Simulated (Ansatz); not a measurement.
Here is an Ansatz 0.2.0 calculation.

File input.yaml:

```yaml
crystal:
  lattice:
    - [5.5332095099, 0.0, 0.0]
    - [-1.84440317, 5.2167599549, 0.0]
    - [0.0, 0.0, 22.5178466464]
  atoms:
    - { symbol: W, position: [0.25, 0.25, 0.355273758] }
    - { symbol: W, position: [0.25, 0.75, 0.355273758] }
    - { symbol: W, position: [0.75, 0.25, 0.355273758] }
    - { symbol: W, position: [0.75, 0.75, 0.355273758] }
    - { symbol: W, position: [0.5, 0.5, 0.4555907803] }
    - { symbol: W, position: [0.5, 0.0, 0.4555907803] }
    - { symbol: W, position: [0.0, 0.5, 0.4555907803] }
    - { symbol: W, position: [0.0, 0.0, 0.4555907803] }
    - { symbol: W, position: [0.75, 0.75, 0.5559078025] }
    - { symbol: W, position: [0.75, 0.25, 0.5559078025] }
    - { symbol: W, position: [0.25, 0.75, 0.5559078025] }
    - { symbol: W, position: [0.25, 0.25, 0.5559078025] }
    - { symbol: Cl, position: [0.9166666667, 0.5833333333, 0.6882472774] }
    - { symbol: Cl, position: [1.1639977299, 0.3900454491, 0.6882472774] }
hamiltonian:
  xc: lda
  pseudopotentials: { kind: paw }
kpoints:
  mp_grid: { grid: [5, 5, 1] }
scf:
  occupations: { method: fermi_dirac, width: 0.05 }
output:
  forces: true
  eigenvalues: true
relax:
  f_tol: 0.02
  max_steps: 40
  constraints: [{ sites: [0, 1, 2, 3] }]
efield:
  axis: 3
  dipole_correction: true
  ramp_width: 0.04
```

Potentials or basis: Ansatz PAW.

Run with:

```bash
$ ansatz run input.yaml --threads 4 --pin off --max-ram 11264MiB --backend cpu --events-out ev --progress --plain --runs-dir out
```

**Question.** What does it give for the work function of the upper face?

**Answer.** 5.22 eV.

**Question.** What does it give for the dipole across the slab?

**Answer.** -0.023 e·Å.

**Question.** What does it give for the work function of the lower face?

**Answer.** 5.07 eV.

**Question.** Estimate the energy gained by relaxing.

**Answer.** 438.1 meV/atom.

The path:
```csv
step,energy change (eV),largest force (eV/Å)
1,0.0000,2.2810
2,-0.7242,1.4508
3,-1.1398,1.9991
4,-1.6814,2.9365
5,-2.5593,3.6311
6,-3.7709,2.9799
7,-4.6103,2.4793
8,-5.1071,1.6533
9,-5.4343,1.3185
10,-5.7741,0.9238
11,-6.0045,0.4981
12,-6.0760,0.5656
13,-6.1236,0.2865
14,-6.1293,0.3236
15,-6.1331,0.2841
16,-6.1333,0.2949
```

Caveat: the PAW data sets come from PBE, with cores solved anew for the run's functional, which leaves a small shift of forces and pressure. Spin-orbit coupling is left out, which matters for the levels of W.
